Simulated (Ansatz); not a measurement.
# GaAs: a run for elastic constants

Aim: a sound run for elastic constants of GaAs. The structure is shown as the input types it.

Method: DFT, LDA, PAW with Ansatz's default frozen-core files, scalar-relativistic; elastic constants from stresses of strained cells, in Ansatz 0.2.0.

1 further run of the same task is left out (set aside as unsound or not needed).

## 1. The starting structure

It takes space group F-43m (No. 216, cubic). Conventional cell: a = 5.603 Å, b = 5.603 Å, c = 5.603 Å, α = 90.00°, β = 90.00°, γ = 90.00°. Around Ga (site symmetry -43m) lie 4 As at 2.43 Å. As (site symmetry -43m) has 4 Ga at 2.43 Å as nearest neighbours.

As a file:

```cif
data_structure
_symmetry_space_group_name_H-M 'P 1'
_symmetry_Int_Tables_number 1
_cell_length_a 3.9619
_cell_length_b 3.9619
_cell_length_c 3.9619
_cell_angle_alpha 60.000
_cell_angle_beta 60.000
_cell_angle_gamma 60.000
_cell_volume 43.97
loop_
_atom_site_label
_atom_site_type_symbol
_atom_site_fract_x
_atom_site_fract_y
_atom_site_fract_z
_atom_site_occupancy
Ga1 Ga 0.00000 0.00000 0.00000 1
As1 As 0.75000 0.75000 0.75000 1
```

## 2. Input and run

Contents of input.yaml:

```yaml
crystal:
  lattice:
    - [0.0, 2.80146270433, 2.80146270433]
    - [2.80146270433, 0.0, 2.80146270433]
    - [2.80146270433, 2.80146270433, 0.0]
  atoms:
    - { symbol: Ga, position: [0.0, 0.0, 0.0] }
    - { symbol: As, position: [0.75, 0.75, 0.75] }
kpoints:
  mp_grid: { grid: [8, 8, 8] }
scf:
  occupations: { method: fermi_dirac, width: 0.3 }
  n_extra_bands: 0
  max_iter: 80
hamiltonian:
  xc: lda
  pseudopotentials: { kind: paw }
elastic:
  mode: relaxed_ion
  stencil: four_point
  amplitude: 0.008
```

Started as:

```sh
> ansatz run input.yaml --threads 1 --pin off --max-ram 2560MiB --backend cpu --events-out ev --progress --plain --runs-dir out
```

What happens when this is run?

Nothing was computed: the input was turned down at the start. Its message: «inconsistent input (scf.n_extra_bands, scf.occupations.method): n_bands = 14 leaves no empty band above the 14 bands per channel that the deck's 28 electrons occupy ...»

In the input, scf.occupations.method is fermi_dirac; scf.occupations.width is 0.3; scf.n_extra_bands is 0. The band count leaves no room above the highest filled state.

Remedy: delete scf.occupations.width and scf.n_extra_bands (the default then holds) and set scf.occupations.method to fixed.
